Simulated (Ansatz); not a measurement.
# C3H4AlF: the cost of one run

Computed with Ansatz 0.2.0, Gaussian basis. Level: the settings change from run to run.

## 1. The molecule

The geometry comes from an earlier relaxation with PBE0-D4 in a triple-zeta def2 set; it is a stationary point, not always the lowest conformer.

9 atoms, charge 0, spin multiplicity 1.

Atoms are counted from 1 here; the program's logs count them from 0.

Bond lengths: C1–C2 1.336 Å, C1–H6 1.085 Å, C1–H7 1.089 Å, C2–Al3 1.887 Å, C2–C4 1.489 Å, Al3–C4 1.964 Å, Al3–H8 1.576 Å, C4–F5 1.379 Å, C4–H9 1.096 Å. Angles: C2–C1–H6 121.2°, C2–C1–H7 122.1°, H6–C1–H7 116.7°, C1–C2–Al3 133.8°, C1–C2–C4 129.0°, Al3–C2–C4 70.0°, C2–Al3–C4 45.5°, C2–Al3–H8 153.0°, C4–Al3–H8 159.1°, C2–C4–Al3 64.5°, C2–C4–F5 119.1°, C2–C4–H9 111.9°, Al3–C4–F5 134.0°, Al3–C4–H9 110.8°, F5–C4–H9 108.9°.

## 2. r2SCANh/x2c-TZVPPall

Set apart from the defaults: high accuracy, the search for lower states set to full.

Input file in.yaml:

```yaml
crystal:
  periodic: [false, false, false]
  atoms:
    - {symbol: C, position_ang: [0.616210, 0.856988, 1.130275]}
    - {symbol: C, position_ang: [0.418581, -0.182119, 0.314771]}
    - {symbol: Al, position_ang: [-1.073008, -1.268302, -0.078856]}
    - {symbol: C, position_ang: [0.164999, -0.186567, -1.152641]}
    - {symbol: F, position_ang: [0.056198, 1.016045, -1.817832]}
    - {symbol: H, position_ang: [0.585443, 0.739739, 2.208465]}
    - {symbol: H, position_ang: [0.827535, 1.856123, 0.752398]}
    - {symbol: H, position_ang: [-2.382299, -2.051617, 0.314940]}
    - {symbol: H, position_ang: [0.874941, -0.826391, -1.688719]}
basis:
  gaussian: {orbitals: x2c-TZVPPall}
hamiltonian: {xc: {name: r2SCANh}}
accuracy: high
scf: {lower_state_search: full}
```

Started as:

```
> ansatz run in.yaml --threads 2 --pin off --events-out ev --progress --plain --max-ram 4352MiB
```

Q: Estimate wall time and peak memory on 2 threads of AMD EPYC 7B13, shared host.

About 22 s, with a peak of 1.4 GiB.
